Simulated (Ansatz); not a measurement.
Runs of Ansatz 0.2.0 on CsLiCr2Te2S3. It takes space group Cm (No. 8, monoclinic). The conventional cell has a = 6.843 Å, b = 10.361 Å, c = 7.978 Å, α = 90.00°, β = 111.21°, γ = 90.00°. Cs (site symmetry m) is surrounded by 5 S at 3.58 to 3.92 Å and 1 Li at 4.01 Å. Around Li (site symmetry m) lie 3 S at 2.42 to 2.56 Å. Cr (site symmetry 1) is surrounded by 3 S at 2.20 to 2.25 Å and 1 Te at 2.51 Å. Around Te (site symmetry 1) lie 1 Cr at 2.51 Å. Around S (site symmetry 1) lie 2 Cr at 2.24 to 2.25 Å and 1 Li at 2.56 Å. Around S (site symmetry m) lie 2 Cr at 2.20 Å and 1 Li at 2.42 Å. The cell was built by a generator and needn't be a form met in nature.

```tsv
task	level	potentials or basis	cell	k mesh	cutoff (eV)	target pressure (GPa)	gap on the mesh (eV)	pressure (GPa)	moment (μB)	relaxed volume (Å³/atom)	largest force (eV/Å)
relaxation of cell and atoms	BLYP	Ansatz PAW	relaxed	4 × 4 × 3	420	-	none	0.0	4.01	33.26	0.01
single point	PBE	SPMS NC	as given	5 × 5 × 4	871	-	none	(b)	4.03	-	0.09
relaxation of cell and atoms	r2SCAN+D4	Ansatz PAW	relaxed	4 × 4 × 3	500	-	none	0.0	4.09	(a)	0.01
single point	PBE	Ansatz PAW earlier set	as given	5 × 5 × 4	1070	-	none	0.0	4.01	-	0.02
relaxation of cell and atoms	PBE	Ansatz PAW	relaxed to 2 GPa	4 × 4 × 3	420	2	none	2.0	5.50	-	-
```

Alike in all rows: spin collinear, ferromagnetic start; smearing fermi-dirac 0.05 eV.

Estimate the missing entries.

(a) 27.93; (b) 0.3.

Caveats: only a ferromagnetic start was run, and an antiferromagnetic order may lie lower in energy; the plane-wave basis is chosen anew once the cell has moved, so the energies of steps on either side of that aren't comparable (some runs); the PAW data sets come from PBE, with cores solved anew for the run's functional, which leaves a small shift of forces and pressure (some runs); the magnetic or orbital state may not be the lowest (some runs); pairwise dispersion overbinds metals, which lowers pressure and volume (some runs).

A k mesh can miss the band edges, and the runs leave out spin-orbit coupling on Cs, Te.

A gap of «none» marks a metal or a gap under the smearing width.
